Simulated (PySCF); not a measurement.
# La(OH)3: other functionals and bases at one geometry

Aim: see how levels, charges and forces of La(OH)3 depend on the level of theory. The structure is generated, not taken from experiment.

The runs use PySCF 2.14.0; several levels, as the steps say, no spin–orbit coupling.

2 further runs of the same task are left out: 1 for a known fault of the program, 1 that didn't finish.

## (1) Where the work starts

7 atoms, charge 0, spin multiplicity 1.

Bond lengths: La1–O2 2.165 Å, La1–O4 2.165 Å, La1–O6 2.165 Å, O2–H3 0.958 Å, O4–H5 0.958 Å, O6–H7 0.958 Å. Angles: O2–La1–O4 115.9°, O2–La1–O6 115.9°, O4–La1–O6 115.9°, La1–O2–H3 171.8°, La1–O4–H5 171.8°, La1–O6–H7 171.8°.

Coordinates:

```xyz
7
H3LaO3
La    0.0000    0.0000   -0.3761
O     2.1190    0.0000    0.0672
H     3.0188    0.0000    0.3951
O    -1.0595    1.8351    0.0672
H    -1.5094    2.6144    0.3951
O    -1.0595   -1.8351    0.0672
H    -1.5094   -2.6144    0.3951
```

Formal oxidation states: La +3. The 4f shell is empty and lies in the core potential. An earlier session relaxed this geometry at PBE0, La lcecp-1-SVP with ECP46, O def2-SVP, H def2-SVP (singlet, point group C3v).

At PBE0 on the finer grid: E = -258.814411 Eh, HOMO -7.42 eV, LUMO -1.22 eV, Mulliken charge on La1 +1.18 e, largest force component 0.014 eV/Å. The large-core potential holds the 4f shell empty.

Levels to run: r2SCAN; TPSSh; BP86; revPBE; PBE0, TZVP; PBE0, x2c-SVP. Hardware: 2 threads of Arm Neoverse V2, shared host.

## (2) r2SCAN

The input, run.py (the lines that set the calculation):

```python
mol = gto.M(atom='''
La     0.00000     0.00000    -0.37611
O      2.11902    -0.00001     0.06723
H      3.01882    -0.00001     0.39514
O     -1.05950     1.83513     0.06723
H     -1.50940     2.61438     0.39514
O     -1.05952    -1.83512     0.06723
H     -1.50942    -2.61437     0.39514''',
    basis={'La': 'lcecp-1-SVP', 'O': 'def2-SVP', 'H': 'def2-SVP'},
    ecp={'La': 'lcecp-1-SVP'},
    charge=0, spin=0)
mf = dft.RKS(mol, xc='R2SCAN')
mf.grids.atom_grid = (75, 302)  # f atoms: unpruned, at least (60, 302)
mf = mf.density_fit()  # fitting sets: La AutoAux, O def2-universal-JKFIT, H def2-universal-JKFIT
mf.conv_tol = 1e-08; mf.max_cycle = 55
mf.kernel(dm0)  # dm0: the density of the relaxed state
```

Command:

```console
OMP_NUM_THREADS=2 python run.py
```

## (3) TPSSh

run.py (the lines that set the calculation), as its differences from that of step 2:

```diff
@@ -11,3 +11,3 @@
     charge=0, spin=0)
-mf = dft.RKS(mol, xc='R2SCAN')
+mf = dft.RKS(mol, xc='TPSSH')
 mf.grids.atom_grid = (75, 302)  # f atoms: unpruned, at least (60, 302)
```

## (4) BP86

run.py (the lines that set the calculation), as its differences from that of step 3:

```diff
@@ -11,3 +11,3 @@
     charge=0, spin=0)
-mf = dft.RKS(mol, xc='TPSSH')
+mf = dft.RKS(mol, xc='B88,P86')
 mf.grids.atom_grid = (75, 302)  # f atoms: unpruned, at least (60, 302)
```

## (5) revPBE

run.py (the lines that set the calculation), as its differences from that of step 4:

```diff
@@ -11,3 +11,3 @@
     charge=0, spin=0)
-mf = dft.RKS(mol, xc='B88,P86')
+mf = dft.RKS(mol, xc='PBE_R,PBE')
 mf.grids.atom_grid = (75, 302)  # f atoms: unpruned, at least (60, 302)
```

## (6) PBE0, TZVP

Basis: La lcecp-1-TZVP with ECP46, O def2-TZVP, H def2-TZVP. 

The input, run.py (the lines that set the calculation):

```python
mol = gto.M(atom='''
La     0.00000     0.00000    -0.37611
O      2.11902    -0.00001     0.06723
H      3.01882    -0.00001     0.39514
O     -1.05950     1.83513     0.06723
H     -1.50940     2.61438     0.39514
O     -1.05952    -1.83512     0.06723
H     -1.50942    -2.61437     0.39514''',
    basis={'La': 'lcecp-1-TZVP', 'O': 'def2-TZVP', 'H': 'def2-TZVP'},
    ecp={'La': 'lcecp-1-TZVP'},
    charge=0, spin=0)
mf = dft.RKS(mol, xc='PBE0')
mf.grids.atom_grid = (75, 302)  # f atoms: unpruned, at least (60, 302)
mf = mf.density_fit()  # fitting sets: La AutoAux, O def2-universal-JKFIT, H def2-universal-JKFIT
mf.conv_tol = 1e-08; mf.max_cycle = 55
mf.kernel(dm0)  # dm0: free metal ions and neutral atoms
```

## (7) PBE0, x2c-SVP

Basis: La x2c-SVPall, O x2c-SVPall, H x2c-SVPall. All electrons are treated, with the spin-free X2C Hamiltonian.

The input, run.py (the lines that set the calculation):

```python
mol = gto.M(atom='''
La     0.00000     0.00000    -0.37611
O      2.11902    -0.00001     0.06723
H      3.01882    -0.00001     0.39514
O     -1.05950     1.83513     0.06723
H     -1.50940     2.61438     0.39514
O     -1.05952    -1.83512     0.06723
H     -1.50942    -2.61437     0.39514''',
    basis={'La': 'x2c-SVPall', 'O': 'x2c-SVPall', 'H': 'x2c-SVPall'},
    nucmod='G',
    charge=0, spin=0)
mf = dft.RKS(mol, xc='PBE0')
mf.grids.atom_grid = (99, 590)  # f atoms: unpruned, at least (60, 302)
mf = mf.density_fit()  # fitting sets: La AutoAux, O AutoAux, H AutoAux
mf = mf.sfx2c1e()
mf.conv_tol = 1e-08; mf.max_cycle = 55
mf.kernel(dm0)  # dm0: free metal ions and neutral atoms
```

Before running it: what results should come out? Wanted: for each run, HOMO; gap; charge on La1; dipole; largest force.

As calculated:

| level | state | HOMO (eV) | gap (eV) | charge on La1 (e) | dipole (D) | largest force (eV/Å) | basis functions | time |
| --- | --- | --- | --- | --- | --- | --- | --- | --- |
| PBE0 (relaxed here) | singlet | -7.42 | 6.20 | 1.18 | 1.61 | 0.01 | 90 | 8.6 s |
| r2SCAN | singlet | -6.10 | 4.69 | 1.14 | 1.58 | 0.19 | 90 | 5.4 s |
| TPSSh | singlet | -6.49 | 5.07 | 1.14 | 1.58 | 0.29 | 90 | 5.2 s |
| BP86 | singlet | -5.86 | 4.12 | 0.98 | 1.44 | 0.60 | 90 | 3.8 s |
| revPBE | singlet | -5.71 | 3.93 | 0.99 | 1.45 | 0.56 | 90 | 3.9 s |
| PBE0, TZVP | singlet | -7.71 | 6.46 | 1.63 | 1.82 | 0.23 | 158 | 9.7 s |
| PBE0, x2c-SVP | singlet | -7.48 | 6.33 | 1.17 | 1.57 | 0.46 | 123 | 20 s |

Times are on 2 threads of Arm Neoverse V2, shared host; the first row also made further properties.

In one basis the HOMO–LUMO gap runs from 3.93 eV (revPBE) to 6.20 eV (PBE0). The largest leftover force, 0.60 eV/Å with BP86, stands at a geometry relaxed at another level. The Mulliken charge on La spans +0.98 to +1.63 e over the levels. With 4f in the core, its levels are missing from HOMO and gap. Total energies of different levels can't be compared. Spin–orbit coupling is left out throughout.
